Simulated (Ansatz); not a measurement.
Task: harmonic frequencies at the relaxed geometry of C₂H₅GeNO, SMILES N#CC[O][GeH3], with the Python package of Ansatz (0.2.0). Give the script and its output. Level of theory (for the species named): B3LYP, def2-SVP basis, multiplicity 1, D4 dispersion.

| atom | x (Å) | y (Å) | z (Å) |
| --- | --- | --- | --- |
| N | 3.3382 | -0.4701 | -0.6157 |
| C | 2.1993 | -0.4942 | -0.4117 |
| C | 0.7592 | -0.5249 | -0.1539 |
| O | 0.2932 | 0.7934 | -0.0264 |
| Ge | -1.4784 | 0.7200 | 0.2896 |
| H | 0.2690 | -1.0391 | -1.0106 |
| H | 0.5918 | -1.0987 | 0.7849 |
| H | -2.1940 | 0.0182 | -0.8933 |
| H | -2.0325 | 2.1599 | 0.4370 |
| H | -1.7458 | -0.0646 | 1.6000 |

Script `freq_c2h5geno.py`:
```python
"""Harmonic frequencies of C2H5GeNO at its relaxed geometry."""

import itertools

import ansatz as az
from ase import Atoms
from ase.data import atomic_numbers, covalent_radii
import numpy as np

atoms = Atoms(["N", "C", "C", "O", "Ge", "H", "H", "H", "H", "H"], positions=[
    (3.3382, -0.4701, -0.6157),
    (2.1993, -0.4942, -0.4117),
    (0.7592, -0.5249, -0.1539),
    (0.2932, 0.7934, -0.0264),
    (-1.4784, 0.72, 0.2896),
    (0.269, -1.0391, -1.0106),
    (0.5918, -1.0987, 0.7849),
    (-2.194, 0.0182, -0.8933),
    (-2.0325, 2.1599, 0.437),
    (-1.7458, -0.0646, 1.6),
])
system = az.Crystal.molecule_from_ase(atoms)

calculation = (
    system.calculation()
    .basis(gaussian="def2-SVP")
    .functional("b3lyp", dispersion="d4")
)
symbols = [site.symbol for site in system.cartesian_sites]
start = np.array([site.position_ang for site in system.cartesian_sites], dtype=float)
def progress(event):
    if event["event"] == "relax_step":
        row = event["data"]
        print(f"step {row['step']:3d}  E = {row['lagrangian_ev']:.6f} eV  largest force component {row['allowed_force_max_ev_ang']:.4f} eV/A")


report = calculation.relax(force_tolerance=0.003).session().plan().execute(on_event=progress).report
end = np.array(report["positions_ang"])

# pairs closer than 1.2 times the sum of covalent radii, before or after
radius = [covalent_radii[atomic_numbers[s]] for s in symbols]
span = lambda where, i, j: np.linalg.norm(where[i] - where[j])
bonded = [(i, j) for i, j in itertools.combinations(range(len(symbols)), 2) if min(span(start, i, j), span(end, i, j)) < 1.2 * (radius[i] + radius[j])]
print("pair        before    after (A)")
for i, j in bonded:
    print(f"{symbols[i]}{i}-{symbols[j]}{j}".ljust(10), f"{span(start, i, j):8.4f} {span(end, i, j):8.4f}")
for first, second in list(itertools.combinations(bonded, 2)):
    shared = set(first) & set(second)
    if shared and symbols[(j := shared.pop())] != "H":
        i, k = sorted((set(first) | set(second)) - {j})
        u, v = end[i] - end[j], end[k] - end[j]
        angle = np.degrees(np.arccos(np.clip(u @ v / np.linalg.norm(u) / np.linalg.norm(v), -1, 1)))
        print(f"final angle {symbols[i]}{i}-{symbols[j]}{j}-{symbols[k]}{k}: {angle:.2f} deg")

# frequencies need a stationary point, so they are taken at the relaxed geometry
minimum = az.Crystal.molecule()
for symbol, place in zip(symbols, end):
    minimum = minimum.atom(symbol, place.tolist())
vibrating = (
    minimum.calculation()
    .basis(gaussian="def2-SVP")
    .functional("b3lyp", dispersion="d4")
    .phonons(temperatures=(100, 500, 100))
)
vib = vibrating.run(threads=1, pin="off").report["vibrations"]
sums = vib["harmonic_sums"]
modes = [m["omega_inv_cm"] for m in sums["modes_at_gamma"] if m["rigid_motion"] == "no"]
for number, w in enumerate(modes, start=1):
    print(f"mode {number:2d} {w:9.1f} 1/cm {w / 8065.544 * 1000:8.2f} meV")
print("imaginary modes:", sum(w < 0 for w in modes), " zero-point energy:", round(sums["zero_point_energy_ev"], 4), "eV")
print("T (K)   F_vib (eV)   S_vib (meV/K)   C_vib (meV/K)")
for row in zip(sums["temperatures_k"], sums["vibrational_free_energy_ev"], vib["entropy_ev_per_k"], vib["heat_capacity_ev_per_k"]):
    print(f"{row[0]:6.1f} {row[1]:11.4f} {1000 * row[2]:13.4f} {1000 * row[3]:15.4f}")
```

```console
$ python freq_c2h5geno.py
step   1  E = -62199.853141 eV  largest force component 1.0489 eV/A
step   2  E = -62199.956396 eV  largest force component 0.3607 eV/A
step   3  E = -62199.975828 eV  largest force component 0.3467 eV/A
step   4  E = -62199.960831 eV  largest force component 0.9770 eV/A
step   5  E = -62199.984285 eV  largest force component 0.1569 eV/A
step   6  E = -62199.990840 eV  largest force component 0.0497 eV/A
step   7  E = -62199.991200 eV  largest force component 0.0076 eV/A
step   8  E = -62199.991216 eV  largest force component 0.0126 eV/A
step   9  E = -62199.991218 eV  largest force component 0.0022 eV/A
pair        before    after (A)
N0-C1        1.1573   1.1575
C1-C2        1.4633   1.4729
C2-O3        1.4040   1.3992
C2-H5        1.1129   1.1098
C2-H6        1.1129   1.1098
O3-Ge4       1.8011   1.8031
Ge4-H7       1.5504   1.5444
Ge4-H8       1.5499   1.5316
Ge4-H9       1.5506   1.5444
final angle N0-C1-C2: 179.81 deg
final angle C1-C2-O3: 109.86 deg
final angle C1-C2-H5: 107.37 deg
final angle C1-C2-H6: 107.37 deg
final angle O3-C2-H5: 112.66 deg
final angle O3-C2-H6: 112.66 deg
final angle C2-O3-Ge4: 120.74 deg
final angle H5-C2-H6: 106.63 deg
final angle O3-Ge4-H7: 108.34 deg
final angle O3-Ge4-H8: 103.79 deg
final angle O3-Ge4-H9: 108.34 deg
final angle H7-Ge4-H8: 112.71 deg
final angle H7-Ge4-H9: 110.55 deg
final angle H8-Ge4-H9: 112.71 deg
mode  1      35.5 1/cm     4.40 meV
mode  2     112.2 1/cm    13.91 meV
mode  3     129.3 1/cm    16.03 meV
mode  4     223.4 1/cm    27.69 meV
mode  5     365.0 1/cm    45.25 meV
mode  6     470.7 1/cm    58.36 meV
mode  7     627.6 1/cm    77.81 meV
mode  8     642.1 1/cm    79.62 meV
mode  9     739.9 1/cm    91.74 meV
mode 10     854.4 1/cm   105.93 meV
mode 11     858.9 1/cm   106.48 meV
mode 12     885.0 1/cm   109.72 meV
mode 13     943.7 1/cm   117.00 meV
mode 14    1020.6 1/cm   126.54 meV
mode 15    1142.6 1/cm   141.66 meV
mode 16    1263.0 1/cm   156.59 meV
mode 17    1405.3 1/cm   174.24 meV
mode 18    1470.4 1/cm   182.30 meV
mode 19    2124.4 1/cm   263.39 meV
mode 20    2126.2 1/cm   263.62 meV
mode 21    2191.3 1/cm   271.69 meV
mode 22    2389.3 1/cm   296.24 meV
mode 23    2966.5 1/cm   367.80 meV
mode 24    3001.5 1/cm   372.13 meV
imaginary modes: 0  zero-point energy: 1.7351 eV
T (K)   F_vib (eV)   S_vib (meV/K)   C_vib (meV/K)
 100.0      1.7234        0.2619          0.2770
 200.0      1.6842        0.5159          0.4837
 300.0      1.6207        0.7547          0.7087
 400.0      1.5335        0.9871          0.9110
 500.0      1.4236        1.2090          1.0792
```

Caveats:
- Total energies depend on the basis set; only differences at equal settings carry meaning.
- The frequencies are harmonic and unscaled, in a modest basis.
- b3lyp holds the VWN-RPA fit, as in Gaussian; the form of ORCA and Turbomole is b3lyp5.
- The whole script took 5.3 min on 1 thread of Arm Neoverse V1 (shared host), peak memory 0.35 GiB.
